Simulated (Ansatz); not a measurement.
What does this script print? It uses Ansatz 0.2.0 through its Python package.

The script, `clh5nsi2.py`:
```python
import logging
import sys

import ansatz
from ase import Atoms
import numpy as np

logging.basicConfig(stream=sys.stdout, format="%(name)s: %(message)s")
log = logging.getLogger("clh5nsi2")
log.setLevel(logging.INFO)

BASIS_SET = "def2-SVP"
XC = "CAM-B3LYP"

atoms = Atoms(["N", "Si", "Si", "Cl", "H", "H", "H", "H", "H"], positions=[
    [1.9274, 0.2178, 0.1179],
    [0.6013, -0.9224, 0.4951],
    [-1.2962, -0.1958, -0.4335],
    [-1.7523, 1.7036, 0.3194],
    [1.6324, 1.1535, 0.4762],
    [1.9735, 0.2937, -0.9227],
    [0.428, -1.006, 1.9527],
    [-2.3878, -1.1274, -0.1131],
    [-1.1263, -0.117, -1.8919],
])
system = ansatz.Crystal.molecule_from_ase(atoms)

symbols = [site.symbol for site in system.cartesian_sites]
start = np.array([site.position_ang for site in system.cartesian_sites])
axis = (start[6] - start[1]) / np.linalg.norm(start[6] - start[1])
moving = [6]
lengths, energies = [1.294, 1.353, 1.411, 1.47, 1.529, 1.588, 1.647, 1.735], []
for length in lengths:
    xyz = start.copy()
    xyz[moving] += (length - np.linalg.norm(start[6] - start[1])) * axis
    point = ansatz.Crystal.molecule()
    for symbol, place in zip(symbols, xyz):
        point = point.atom(symbol, place.tolist())
    base = (
        point.calculation()
        .basis(gaussian=BASIS_SET)
        .functional(XC)
        .spin("collinear", total=1)
    )
    summary = base.run(threads=1).report
    energies.append(summary["free_energy_ev"])
    log.info(f"r = {length:6.3f} A  E = {energies[-1]:.5f} eV  <S^2> = {abs(summary['mean_field']['state']['spin_squared']):.3f}")

fit = np.polynomial.Polynomial.fit(lengths, np.array(energies) - min(energies), 4).convert()
roots = [r.real for r in fit.deriv().roots() if abs(r.imag) < 1e-9 and fit.deriv(2)(r.real) > 0]
r_e = min(roots, key=lambda r: abs(r - lengths[int(np.argmin(energies))]))
log.info(f"minimum of the fit at {r_e:.4f} A, force constant {fit.deriv(2)(r_e):.2f} eV/A^2")
```

```console
$ python clh5nsi2.py
clh5nsi2: r =  1.294 A  E = -29838.74892 eV  <S^2> = 0.753
clh5nsi2: r =  1.353 A  E = -29839.00945 eV  <S^2> = 0.753
clh5nsi2: r =  1.411 A  E = -29839.15665 eV  <S^2> = 0.753
clh5nsi2: r =  1.470 A  E = -29839.21934 eV  <S^2> = 0.753
clh5nsi2: r =  1.529 A  E = -29839.21364 eV  <S^2> = 0.754
clh5nsi2: r =  1.588 A  E = -29839.15525 eV  <S^2> = 0.754
clh5nsi2: r =  1.647 A  E = -29839.05671 eV  <S^2> = 0.754
clh5nsi2: r =  1.735 A  E = -29838.85604 eV  <S^2> = 0.754
clh5nsi2: minimum of the fit at 1.4930 A, force constant 17.71 eV/A^2
```

Caveats:
- Total energies depend on the basis set; only differences at equal settings carry meaning.
- The rest of the molecule is held rigid at a force-field or estimated start geometry, and the basis set is modest; single-reference methods fail as a bond breaks.
- The species is open-shell (spin multiplicity 2).
- Wall time of the script: 54 s on 1 thread of Arm Neoverse V1 (shared host), peak memory 0.38 GiB.

(Lines on the test bed's own set-up are left out of the output.)
